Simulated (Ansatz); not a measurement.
# SnTe (rocksalt type): how the settings move a relaxation

How sensitive is a relaxation of SnTe (rocksalt type) to its settings? A reference run comes first, then one run with altered input.

Method: reference: DFT, r2SCAN, PAW with Ansatz's default frozen-core files, scalar-relativistic, in Ansatz 0.2.0.

## (1) The system as given

Symmetry: Fm-3m, No. 225, cubic system. The conventional cell has a = 5.783 Å, b = 5.783 Å, c = 5.783 Å, α = 90.00°, β = 90.00°, γ = 90.00°. Sn (site symmetry m-3m) has 6 Te at 2.89 Å as nearest neighbours. Te (site symmetry m-3m) has 6 Sn at 2.89 Å as nearest neighbours.

As a file:

```cif
data_structure
_symmetry_space_group_name_H-M 'P 1'
_symmetry_Int_Tables_number 1
_cell_length_a 4.0894
_cell_length_b 4.0894
_cell_length_c 4.0894
_cell_angle_alpha 60.000
_cell_angle_beta 60.000
_cell_angle_gamma 60.000
_cell_volume 48.36
loop_
_atom_site_label
_atom_site_type_symbol
_atom_site_fract_x
_atom_site_fract_y
_atom_site_fract_z
_atom_site_occupancy
Sn1 Sn 0.00000 0.00000 0.00000 1
Te1 Te 0.50000 0.50000 0.50000 1
```

## (2) Reference

Input file input.yaml:

```yaml
crystal:
  lattice:
    - [0.0, 2.8916353749, 2.8916353749]
    - [2.8916353749, 0.0, 2.8916353749]
    - [2.8916353749, 2.8916353749, 0.0]
  atoms:
    - { symbol: Sn, position: [0.0, 0.0, 0.0] }
    - { symbol: Te, position: [0.5, 0.5, 0.5] }
kpoints:
  mp_grid: { grid: [13, 13, 13] }
scf:
  occupations: { method: fermi_dirac, width: 0.08 }
hamiltonian:
  xc: r2scan
  pseudopotentials: { kind: paw }
output:
  forces: true
  stress: true
  write_density: true
  write_potential: true
  elf: true
  volumetric_format: npy
relax:
  f_tol: 0.005
  max_steps: 40
  cell: {}
```

Run with:

```
$ ansatz run input.yaml --threads 1 --pin off --max-ram 2048MiB --backend cpu --events-out ev --progress --plain --runs-dir out
```

## (3) Variant: preconditioner kerker

input.yaml: that of step 2 with these lines changed.

```diff
@@ -12,2 +12,3 @@
   occupations: { method: fermi_dirac, width: 0.08 }
+  mixing: { preconditioner: kerker }
 hamiltonian:
@@ -18,6 +19,2 @@
   stress: true
-  write_density: true
-  write_potential: true
-  elf: true
-  volumetric_format: npy
 relax:
```

What does the calculation give? Wanted: for each run, ending; energy change; pressure; gap; force.

The runs gave:

| run | ending | energy change | pressure (GPa) | gap (eV) | force (eV/Å) | cycles | time |
| --- | --- | --- | --- | --- | --- | --- | --- |
| reference | converged | 0 | 0.0 | 0.40 | 0.00 | 40 | 53 s |
| 1: preconditioner kerker | converged | 0.0 meV/atom | 0.0 | 0.40 | 0.00 | 39 | 40 s |

Times don't compare one to one where runs were asked for different outputs or read a saved state (see the inputs); cycles may leave out searches for a lower state.

What this shows: Same state: the changed mixing leaves the energy within 0.5 meV/atom. The gap of the reference lacks spin-orbit coupling, though the cell holds Te.
